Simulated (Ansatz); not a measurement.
# CHGe (quartet): wave-function methods side by side at a displaced geometry (v2), cc-pVDZ

One table from this session's results is given with a row withheld; the runs are named, their logs left out.

The runs use Ansatz 0.2.0, Gaussian basis; cc-pVDZ, core rule «outside noble gas», up to 15 orbitals frozen.

To be run: UHF; CCSD(T) on ROHF; CCSD(T) on UHF; BCCD(T) on ROHF; CISD; CCSDT(Q) on ROHF; CCSDT(Q) on UHF; CASSCF and MRCISD+Q, 9 electrons in 9 orbitals; CASSCF and NEVPT2, 9 electrons in 9 orbitals.

21 further runs of the same task are left out: 9 that didn't finish, 12 set aside as unsound or not needed.

**What is computed**

The geometry is a PBE0/def2-TZVP stationary point (not a proven minimum) with its atoms shifted at random (size 0.100 Å). No spin-orbit coupling is included. The filled d shell of Ge may be among the frozen orbitals whatever the setting's name suggests; the logs give the count.

3 atoms, charge 0, spin multiplicity 4.

Atoms are counted from 1 here; the program's logs count them from 0.

Bond lengths: Ge1–C2 1.982 Å, C2–H3 1.084 Å. Angles: Ge1–C2–H3 133.0°.

Coordinates:

```xyz
3
CHGe
Ge    0.0242    0.0131    0.3088
C    -0.1407   -0.1294   -1.6611
H    -0.0641    0.5948   -2.4641
```

Set-up of the first run:

in.yaml

```yaml
crystal:
  periodic: [false, false, false]
  atoms:
    - {symbol: Ge, position_ang: [0.024156, 0.013145, 0.308842]}
    - {symbol: C, position_ang: [-0.140718, -0.129417, -1.661071]}
    - {symbol: H, position_ang: [-0.064097, 0.594831, -2.464074]}
basis:
  gaussian: {orbitals: cc-pVDZ}
magnetization: {spin_polarized: true, initial_magnetization: 3}
hamiltonian: {xc: hf}
output: {orbitals: {seedname: orbitals}}
```

Run with:

```sh
$ ansatz run in.yaml --threads 1 --pin off --events-out ev --progress --plain --max-ram 2393MiB
```

Steps of the session up to this table: UHF; CCSD(T) on ROHF; CCSD(T) on UHF; BCCD(T) on ROHF; CISD; CCSDT(Q) on ROHF; CCSDT(Q) on UHF; CASSCF and MRCISD+Q, 9 electrons in 9 orbitals; CASSCF and NEVPT2, 9 electrons in 9 orbitals.

One table of the session follows, with a row left open; its other results are not shown here.

| method | from UCCSDT(Q) (kcal/mol) |
| --- | --- |
| ROHF | +115.98 |
| UHF | +111.15 |
| RMP2 | +24.41 |
| UMP2 | +24.80 |
| CISD | +10.48 |
| RCCSD | +4.11 |
| UCCSD | +3.94 |
| RCCSD(T) | +1.05 |
| UCCSD(T) | ? |
| BCCD(T) | +1.04 |
| RCCSDT | +0.31 |
| UCCSDT | +0.20 |
| RCCSDT(Q) | +0.12 |
| UCCSDT(Q) | 0 |
| CASSCF valence | +78.87 |
| NEVPT2 valence | +18.34 |
| MRCISD valence | +5.11 |
| MRCISD+Q valence | +0.36 |

Q: Estimate the row for UCCSD(T) from the others.

**Answer.** from UCCSDT(Q) (kcal/mol): +0.96. In the column «from UCCSDT(Q) (kcal/mol)» it lies between MRCISD+Q valence (+0.36) and BCCD(T) (+1.04).

Among the levels timed on like hardware and quicker than the yardstick, those that no quicker one beats, quickest first: CISD (2.9 s, +10.48 kcal/mol); UCCSD(T) (4.5 s, +0.96 kcal/mol); MRCISD+Q valence (6.5 s, +0.36 kcal/mol).

To keep in mind: Of the multireference levels listed MRCISD+Q valence comes nearest in total energy (+0.36 kcal/mol), which doesn't show that its space is the better one. Restricted and unrestricted rows rest on different reference determinants; where their highest levels disagree by more than a few hundredths of an eV, they describe different states and don't form one ladder.
